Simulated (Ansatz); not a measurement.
# Cd: the cost of one run

Computed with Ansatz 0.2.0 (DFT PBE, scalar-relativistic, plane waves, PAW, unless a step's input says otherwise).

**1. The system as given**

It takes space group P6_3/mmc (No. 194, hexagonal). The conventional cell has a = 2.979 Å, b = 2.979 Å, c = 5.618 Å, α = 90.00°, β = 90.00°, γ = 120.00°. Cd (site symmetry -6m2) has 12 Cd at 2.98 to 3.29 Å in its first shell of neighbours.

Structure file:

```cif
data_structure
_symmetry_space_group_name_H-M 'P 1'
_symmetry_Int_Tables_number 1
_cell_length_a 2.9789
_cell_length_b 2.9789
_cell_length_c 5.6177
_cell_angle_alpha 90.000
_cell_angle_beta 90.000
_cell_angle_gamma 120.000
_cell_volume 43.17
loop_
_atom_site_label
_atom_site_type_symbol
_atom_site_fract_x
_atom_site_fract_y
_atom_site_fract_z
_atom_site_occupancy
Cd1 Cd 0.33333 0.66667 0.25000 1
Cd2 Cd 0.66667 0.33333 0.75000 1
```

No relaxation comes first: the listed cell is the starting point.

**2. The reference cell**

The reference gives a free energy of -16508.8893 eV, pressure 2.91 GPa, largest force 0.000 eV/Å and gap on the mesh none (metal). It was computed beforehand with the settings of the runs below.

**3. Next: biaxial against axial strain**

The cell is strained by p along both x and y and by q along z, with fractional coordinates fixed.

**4. Point p = -0.050, q = -0.050**

input.yaml

```yaml
crystal:
  lattice:
    - [2.8299288827, 0.0, 0.0]
    - [-1.4149644413, 2.4507903033, 0.0]
    - [0.0, 0.0, 5.3367675]
  atoms:
    - { symbol: Cd, position: [0.3333333333, 0.6666666667, 0.25] }
    - { symbol: Cd, position: [0.6666666667, 0.3333333333, 0.75] }
basis:
  ecutwfc: 420
kpoints:
  mp_grid: { grid: [18, 18, 8] }
hamiltonian:
  xc: pbe
scf:
  occupations: { method: gaussian, width: 0.15 }
output:
  forces: true
  stress: true
  eigenvalues: true
```

Command:

```sh
$ ansatz run input.yaml --threads 1 --pin off --max-ram 2560MiB --backend cpu --events-out ev --progress --plain --runs-dir out
```

**Question.** How long does this run take on 1 thread of Arm Neoverse V2, shared host, and how much memory does it need?

About 5 s, with a peak of 0.38 GiB.
